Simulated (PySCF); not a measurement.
# [Lu(CO)]3+: a change of charge

Aim: at the relaxed geometry of [Lu(CO)]3+, try a change of charge. The structure is generated, not taken from experiment.

The runs use PySCF 2.14.0; PBE0, Lu def2-SVP with ECP28, C def2-SVP, O def2-SVP; scalar-relativistic core potentials, no spin–orbit coupling.

1 further run of the same task is left out (for a known fault of the program).

## Step 1: The starting structure

3 atoms, charge 3, spin multiplicity 1.

Bond lengths: Lu1–C2 2.442 Å, C2–O3 1.110 Å. Angles: Lu1–C2–O3 180.0°.

Coordinates:

| atom | x (Å) | y (Å) | z (Å) |
| --- | --- | --- | --- |
| Lu1 | 0.0000 | 0.0000 | -0.4872 |
| C2 | 0.0000 | 0.0000 | 1.9553 |
| O3 | 0.0000 | 0.0000 | 3.0654 |

Formal oxidation states: Lu +3. An earlier session relaxed this geometry at PBE0, Lu def2-SVP with ECP28, C def2-SVP, O def2-SVP (singlet, point group C∞v).

Its energy there is -1347.741588 Eh.

## Step 2: One electron removed, multiplicity 2

The input, run.py (the lines that set the calculation):

```python
mol = gto.M(atom='''
Lu     0.00000     0.00000    -0.48718
C      0.00000     0.00000     1.95526
O      0.00000     0.00000     3.06544''',
    basis={'Lu': 'def2-SVP', 'C': 'def2-SVP', 'O': 'def2-SVP'},
    ecp={'Lu': 'def2-SVP'},
    charge=4, spin=1)
mf = dft.UKS(mol, xc='PBE0')
mf.grids.atom_grid = (50, 194)  # f atoms: unpruned, at least (60, 302)
mf = mf.density_fit()  # fitting sets: Lu def2-universal-JKFIT, C def2-universal-JKFIT, O def2-universal-JKFIT
mf.conv_tol = 1e-08; mf.max_cycle = 55
mf.kernel(dm0)  # dm0: the density of the relaxed state
```

Started as:

```bash
OMP_NUM_THREADS=2 python run.py
```

Output:

```text
init E= -1347.75206844874
cycle= 1 E= -1346.45117684687  delta_E=  1.3  |g|= 0.386  |ddm|= 0.563
cycle= 2 E= -1346.09998968087  delta_E= 0.351  |g|= 0.991  |ddm|= 1.09
  HOMO = -1.48327375847  LUMO = -1.41227640683  gap/eV = 1.93194
cycle= 3 E= -1346.50507889529  delta_E= -0.405  |g|= 0.272  |ddm|= 1.04
  HOMO = -1.43269842996  LUMO = -1.35728220052  gap/eV = 2.05218
cycle= 4 E= -1346.53217007672  delta_E= -0.0271  |g|= 0.0768  |ddm|= 0.165
  HOMO = -1.44141589777  LUMO = -1.33641730707  gap/eV = 2.85716
cycle= 5 E= -1346.53496407548  delta_E= -0.00279  |g|= 0.0541  |ddm|= 0.0549
  HOMO = -1.45176196696  LUMO = -1.33124219702  gap/eV = 3.27951
cycle= 6 E= -1346.53536917899  delta_E= -0.000405  |g|= 0.0178  |ddm|= 0.025
  HOMO = -1.45529143465  LUMO = -1.32941220228  gap/eV = 3.42535
cycle= 7 E= -1346.53545251803  delta_E= -8.33e-05  |g|= 0.00463  |ddm|= 0.0116
  HOMO = -1.45569724442  LUMO = -1.32894426373  gap/eV = 3.44912
cycle= 8 E= -1346.53546896654  delta_E= -1.64e-05  |g|= 0.00199  |ddm|= 0.00539
  HOMO = -1.45584403541  LUMO = -1.32877642482  gap/eV = 3.45769
cycle= 9 E= -1346.5354744141  delta_E= -5.45e-06  |g|= 0.000689  |ddm|= 0.00367
  HOMO = -1.45586154634  LUMO = -1.32879323766  gap/eV = 3.45770
cycle= 10 E= -1346.53547549737  delta_E= -1.08e-06  |g|= 0.000172  |ddm|= 0.00199
  HOMO = -1.45586061018  LUMO = -1.32878895064  gap/eV = 3.45780
cycle= 11 E= -1346.5354755554  delta_E= -5.8e-08  |g|= 2.23e-05  |ddm|= 0.000478
  HOMO = -1.45585860319  LUMO = -1.32878561003  gap/eV = 3.45783
cycle= 12 E= -1346.53547555632  delta_E= -9.24e-10  |g|= 4.51e-06  |ddm|= 5.84e-05
  HOMO = -1.45585995177  LUMO = -1.32878700786  gap/eV = 3.45783
Extra cycle  E= -1346.53547555634  delta_E= -1.55e-11  |g|= 2.6e-06  |ddm|= 5.92e-06
converged SCF energy = -1346.53547555634  <S^2> = 0.75240902  2S+1 = 2.0024076
```

Wall time 2.4 s (2 threads of Arm Neoverse V2, shared host).

Read off: E = -1346.535476 Eh (+32.820 eV from the relaxed state), HOMO -39.62 eV, LUMO -36.16 eV (over both spins), ⟨S²⟩ = 0.752, Mulliken charge on Lu1 +2.84 e. 

## Step 3: One electron added, multiplicity 2

run.py (the lines that set the calculation): that of step 2 with these lines changed.

```diff
@@ -6,3 +6,3 @@
     ecp={'Lu': 'def2-SVP'},
-    charge=4, spin=1)
+    charge=2, spin=1)
 mf = dft.UKS(mol, xc='PBE0')
```

Started as:

```bash
OMP_NUM_THREADS=2 python run.py
```

Output:

```text
init E= -1347.75132005476
  HOMO = -0.801790872691  LUMO = -0.794907885878  gap/eV = 0.18730
cycle= 1 E= -1348.40713107332  delta_E= -0.656  |g|= 0.265  |ddm|= 0.718
  HOMO = -0.543968338984  LUMO = -0.477007517723  gap/eV = 1.82210
cycle= 2 E= -1348.38771191616  delta_E= 0.0194  |g|= 0.64  |ddm|= 0.511
  HOMO = -0.56763329367  LUMO = -0.496269864681  gap/eV = 1.94190
cycle= 3 E= -1348.43574093188  delta_E= -0.048  |g|= 0.0598  |ddm|= 0.184
  HOMO = -0.591541176196  LUMO = -0.514587608446  gap/eV = 2.09401
cycle= 4 E= -1348.43725266933  delta_E= -0.00151  |g|= 0.0175  |ddm|= 0.0841
  HOMO = -0.592763860041  LUMO = -0.514139265987  gap/eV = 2.13948
cycle= 5 E= -1348.43733490429  delta_E= -8.22e-05  |g|= 0.00545  |ddm|= 0.0167
  HOMO = -0.59320778778  LUMO = -0.514406030729  gap/eV = 2.14431
cycle= 6 E= -1348.43734360065  delta_E= -8.7e-06  |g|= 0.00395  |ddm|= 0.00691
  HOMO = -0.593110740605  LUMO = -0.514243033196  gap/eV = 2.14610
cycle= 7 E= -1348.43734914143  delta_E= -5.54e-06  |g|= 0.00108  |ddm|= 0.00261
  HOMO = -0.593041227678  LUMO = -0.514079947852  gap/eV = 2.14865
cycle= 8 E= -1348.43734986988  delta_E= -7.28e-07  |g|= 0.000314  |ddm|= 0.0013
  HOMO = -0.593017927601  LUMO = -0.514041046998  gap/eV = 2.14907
cycle= 9 E= -1348.43734995419  delta_E= -8.43e-08  |g|= 0.000125  |ddm|= 0.000451
  HOMO = -0.593013539388  LUMO = -0.514026136473  gap/eV = 2.14936
cycle= 10 E= -1348.43734998516  delta_E= -3.1e-08  |g|= 4.54e-05  |ddm|= 0.000325
  HOMO = -0.593017414539  LUMO = -0.514030428596  gap/eV = 2.14935
cycle= 11 E= -1348.43734999117  delta_E= -6.01e-09  |g|= 1.19e-05  |ddm|= 0.000156
  HOMO = -0.59301801633  LUMO = -0.514031617615  gap/eV = 2.14933
Extra cycle  E= -1348.43734999132  delta_E= -1.54e-10  |g|= 1.55e-05  |ddm|= 2.28e-05
converged SCF energy = -1348.43734999132  <S^2> = 0.75178139  2S+1 = 2.0017806
```

Run time: 2.3 s. Hardware: 2 threads of Arm Neoverse V2, shared host.

Result: E = -1348.437350 Eh (-18.933 eV from the relaxed state), HOMO -16.14 eV, LUMO -14.40 eV (over both spins), ⟨S²⟩ = 0.752, Mulliken charge on Lu1 +1.80 e. 

## Step 4: Results

| state | energy from the relaxed state (eV) | ⟨S²⟩ | time |
| --- | --- | --- | --- |
| charge +3, singlet, vacuum (relaxed) | 0 | 0.00 |  |
| charge +2, doublet, vacuum | -18.93 | 0.75 | 2.3 s |
| charge +4, doublet, vacuum | 32.82 | 0.75 | 2.4 s |

An electron taken off or put on is at rest in vacuum. 

Removing an electron vertically costs 32.82 eV (doublet), against −HOMO = 29.54 eV. Adding an electron vertically releases 18.93 eV (doublet). These are double-zeta-type bases without diffuse functions. Spin–orbit coupling is left out.
